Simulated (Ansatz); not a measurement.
# C5H14F2Si2: basis-set convergence

An exercise on one series of results from a longer session: the logs are not shown, and one member is left open.

Method: one geometry, several basis sets; program: Ansatz 0.2.0, Gaussian basis.

Plan: PBE0-D4/def2-SVP; ωB97M-V/def2-SVP; PBE0-D4/def2-QZVPP; ωB97M-V/def2-QZVPP; the functionals' def2-TZVPP values are taken from earlier runs.

### The geometry

All runs share one geometry, relaxed beforehand with PBE0-D4 in a triple-zeta def2 set.

SMILES `C[Si](C)(C)C[Si](C)(F)F`, 23 atoms, charge 0, spin multiplicity 1.

Atoms are counted from 1 here; the program's logs count them from 0.

Bond lengths: C1–Si2 1.871 Å, C1–H10 1.092 Å, C1–H11 1.093 Å, C1–H12 1.093 Å, Si2–C3 1.875 Å, Si2–C4 1.871 Å, Si2–C5 1.891 Å, C3–H13 1.093 Å, C3–H14 1.093 Å, C3–H15 1.094 Å, C4–H16 1.092 Å, C4–H17 1.093 Å, C4–H18 1.093 Å, C5–Si6 1.838 Å, C5–H19 1.097 Å, C5–H20 1.097 Å, Si6–C7 1.846 Å, Si6–F8 1.599 Å and more. Angles: Si2–C1–H10 111.5°, Si2–C1–H11 110.5°, Si2–C1–H12 111.2°, H10–C1–H11 108.1°, H10–C1–H12 107.6°, H11–C1–H12 107.7°, C1–Si2–C3 109.6°, C1–Si2–C4 110.4°, C1–Si2–C5 109.7°, C3–Si2–C4 109.6°, C3–Si2–C5 107.9°, C4–Si2–C5 109.7°, Si2–C3–H13 111.3°, Si2–C3–H14 111.3°, Si2–C3–H15 110.8°, H13–C3–H14 107.8°, H13–C3–H15 107.7°, H14–C3–H15 107.7° and more.

Coordinates:

```xyz
23
charge 0, multiplicity 1
C    -0.5342   -1.5288   -1.6753
Si    0.3002   -1.1455   -0.0452
C     1.9616   -2.0112    0.0299
C    -0.7673   -1.7110    1.3836
C     0.6093    0.7157    0.0892
Si   -0.8353    1.8514    0.0430
C    -0.4617    3.6540    0.1835
F    -1.6462    1.6193   -1.3151
F    -1.8495    1.4644    1.2166
H    -1.5074   -1.0386   -1.7512
H    -0.6866   -2.6061   -1.7844
H     0.0730   -1.1910   -2.5195
H     2.6123   -1.6935   -0.7894
H     2.4784   -1.7981    0.9696
H     1.8388   -3.0954   -0.0439
H    -1.7446   -1.2235    1.3695
H    -0.2970   -1.4818    2.3437
H    -0.9255   -2.7920    1.3399
H     1.2882    1.0061   -0.7227
H     1.1515    0.9027    1.0249
H     0.0424    3.8742    1.1275
H     0.1868    3.9818   -0.6324
H    -1.3828    4.2401    0.1437
```

The first run:

File in.yaml:

```yaml
crystal:
  periodic: [false, false, false]
  atoms:
    - {symbol: C, position_ang: [-0.534236, -1.528777, -1.675315]}
    - {symbol: Si, position_ang: [0.300210, -1.145474, -0.045176]}
    - {symbol: C, position_ang: [1.961645, -2.011247, 0.029874]}
    - {symbol: C, position_ang: [-0.767267, -1.710962, 1.383560]}
    - {symbol: C, position_ang: [0.609345, 0.715679, 0.089226]}
    - {symbol: Si, position_ang: [-0.835317, 1.851394, 0.042982]}
    - {symbol: C, position_ang: [-0.461672, 3.654033, 0.183505]}
    - {symbol: F, position_ang: [-1.646158, 1.619250, -1.315117]}
    - {symbol: F, position_ang: [-1.849546, 1.464415, 1.216629]}
    - {symbol: H, position_ang: [-1.507368, -1.038614, -1.751161]}
    - {symbol: H, position_ang: [-0.686558, -2.606058, -1.784405]}
    - {symbol: H, position_ang: [0.073012, -1.191042, -2.519542]}
    - {symbol: H, position_ang: [2.612347, -1.693543, -0.789383]}
    - {symbol: H, position_ang: [2.478405, -1.798104, 0.969590]}
    - {symbol: H, position_ang: [1.838841, -3.095411, -0.043919]}
    - {symbol: H, position_ang: [-1.744598, -1.223527, 1.369466]}
    - {symbol: H, position_ang: [-0.296988, -1.481769, 2.343692]}
    - {symbol: H, position_ang: [-0.925538, -2.792032, 1.339876]}
    - {symbol: H, position_ang: [1.288197, 1.006133, -0.722676]}
    - {symbol: H, position_ang: [1.151487, 0.902728, 1.024891]}
    - {symbol: H, position_ang: [0.042382, 3.874206, 1.127505]}
    - {symbol: H, position_ang: [0.186810, 3.981754, -0.632430]}
    - {symbol: H, position_ang: [-1.382837, 4.240068, 0.143728]}
basis:
  gaussian: {orbitals: def2-SVP}
hamiltonian: {xc: pbe0, dispersion: d4}
output: {orbitals: {seedname: orbitals}}
```

Among the steps run: PBE0-D4 in def2-SVP; ωB97M-V in def2-SVP; PBE0-D4 in def2-QZVPP; ωB97M-V in def2-QZVPP.

One table of the session follows, with a row left open; its other results are not shown here.

It belongs to the step «Functionals by basis». 

| functional | basis | HOMO (eV) | LUMO (eV) |
| --- | --- | --- | --- |
| PBE0-D4 | def2-SVP | ? | ? |
| PBE0-D4 | def2-TZVPP | -8.18 | 0.71 |
| PBE0-D4 | def2-QZVPP | -8.19 | 0.30 |
| ωB97M-V | def2-SVP | -10.34 | 2.81 |
| ωB97M-V | def2-TZVPP | -10.38 | 2.07 |
| ωB97M-V | def2-QZVPP | -10.39 | 1.41 |

Q: Estimate the row for PBE0-D4, def2-SVP from the others.

**Answer.** HOMO (eV): -8.16; LUMO (eV): 1.27. In the column «HOMO (eV)» it is the highest.
